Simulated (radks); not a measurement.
**Eu⁴⁺ in [Xe] 4f5: an all-electron calculation**

Wanted: eigenvalues, radial structure and energy terms of the europium ion Eu4+.

Method: Dirac Kohn-Sham, HCTH/407, spin-unpolarised, spherical densities, finite nucleus; open shells fill j = l - 1/2 first. Code: radks (a radial shooting solver on a logarithmic mesh, Libxc functionals) version 1.

### Step 1. What is computed

```
element            : europium (Z = 63)
charge             : +4
electrons          : 59
configuration      : [Xe] 4f5
nuclear rms radius : 5.1115 fm
```

### Step 2. The run

The run's settings:

```text
Z 63
configuration [Xe] 4f5 6s0 5d0 6p0 5f0
relativity Dirac
functional hcth_407
spin unpolarised
j_filling energy
nucleus finite rms 5.1115 fm
c 137.035999084
```

**Question.** What will this run give?

As calculated:

```
                        quantity                   value
                    total energy     -10854.7995 hartree
exchange-correlation share of it                  2.29 %
                            −T/E                  1.0871
          highest occupied level       4f5/2, -54.243 eV
    most extended occupied level  5p3/2, <r> = 1.51 bohr
 radius at density 0.001 e/bohr³               3.12 bohr
    maxima of the radial density                       4
         ionisation energy, NIST     63.2 (semi-emp.) eV
```

What this shows: The radial density shows 4 maxima for 5 occupied principal shells; where shells overlap, one shows as a shoulder or not at all. Relativity lifts −T/E to 1.087. Minus the highest eigenvalue, 54.243 eV, is 86 % of the tabulated ionisation energy (63.2 eV); the potential of a semilocal functional falls off too fast, so its top eigenvalue is too shallow. Spin polarisation and multiplet splitting are left out.
